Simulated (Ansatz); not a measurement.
**C2H6O2Sn: small, medium and large basis sets**

The task here is to estimate one member of a computed series from the others.

Computed with Ansatz 0.2.0, Gaussian basis. Level: one geometry, several basis sets.

Levels to be run: PBE0-D4/def2-SVP; ωB97M-V/def2-SVP; PBE0-D4/def2-QZVPP; ωB97M-V/def2-QZVPP; the functionals' def2-TZVPP values are taken from earlier runs.

1 further run of the same task is left out (for a known fault of the program).

## The relaxed structure

The geometry comes from an earlier relaxation with PBE0-D4 in a triple-zeta def2 set; it is a stationary point, not always the lowest conformer. Sn takes the def2 core potential; no spin-orbit term is included.

SMILES `CC(=O)[O][SnH3]`, 11 atoms, charge 0, spin multiplicity 1.

Atoms are counted from 1 here; the program's logs count them from 0.

Bond lengths: C1–C2 1.496 Å, C1–H6 1.091 Å, C1–H7 1.092 Å, C1–H8 1.087 Å, C2–O3 1.222 Å, C2–O4 1.308 Å, O4–Sn5 2.054 Å, Sn5–H9 1.696 Å, Sn5–H10 1.710 Å, Sn5–H11 1.696 Å. Angles: C2–C1–H6 109.4°, C2–C1–H7 109.4°, C2–C1–H8 110.3°, H6–C1–H7 107.2°, H6–C1–H8 110.2°, H7–C1–H8 110.2°, C1–C2–O3 123.8°, C1–C2–O4 115.3°, O3–C2–O4 120.9°, C2–O4–Sn5 105.6°, O4–Sn5–H9 109.9°, O4–Sn5–H10 95.9°, O4–Sn5–H11 109.9°, H9–Sn5–H10 111.3°, H9–Sn5–H11 116.5°, H10–Sn5–H11 111.3°.

Set-up of the first run:

in.yaml

```yaml
crystal:
  periodic: [false, false, false]
  atoms:
    - {symbol: C, position_ang: [0.093960, -1.658091, 1.221387]}
    - {symbol: C, position_ang: [-0.192044, -0.536125, 0.273431]}
    - {symbol: O, position_ang: [-1.232771, -0.427543, -0.358024]}
    - {symbol: O, position_ang: [0.761690, 0.350524, 0.152442]}
    - {symbol: Sn, position_ang: [0.063694, 1.730849, -1.198794]}
    - {symbol: H, position_ang: [0.298594, -1.252134, 2.213685]}
    - {symbol: H, position_ang: [0.992515, -2.186519, 0.897680]}
    - {symbol: H, position_ang: [-0.749664, -2.342233, 1.261946]}
    - {symbol: H, position_ang: [-1.286155, 2.533802, -0.559400]}
    - {symbol: H, position_ang: [1.452362, 2.727738, -1.166500]}
    - {symbol: H, position_ang: [-0.136880, 1.002832, -2.717153]}
basis:
  gaussian: {orbitals: def2-SVP}
hamiltonian: {xc: pbe0, dispersion: d4}
output: {orbitals: {seedname: orbitals}}
```

Run with:

```console
> ansatz run in.yaml --threads 4 --pin off --events-out ev --progress --plain --max-ram 10444MiB
```

Steps of the session up to this table: PBE0-D4 in def2-SVP; ωB97M-V in def2-SVP; PBE0-D4 in def2-QZVPP; ωB97M-V in def2-QZVPP.

One table of the session follows, with a row left open; its other results are not shown here.

It belongs to the step «Density functionals: the series». 

```
functional       basis  HOMO (eV)
   PBE0-D4    def2-SVP      -7.90
   PBE0-D4  def2-TZVPP          ?
   PBE0-D4  def2-QZVPP      -8.05
   ωB97M-V    def2-SVP     -10.25
   ωB97M-V  def2-TZVPP     -10.40
   ωB97M-V  def2-QZVPP     -10.43
```

**Question.** Estimate the row for PBE0-D4, def2-TZVPP.

As computed: HOMO (eV): -8.02. In the column «HOMO (eV)» it lies between PBE0-D4, def2-QZVPP (-8.05) and PBE0-D4, def2-SVP (-7.90).
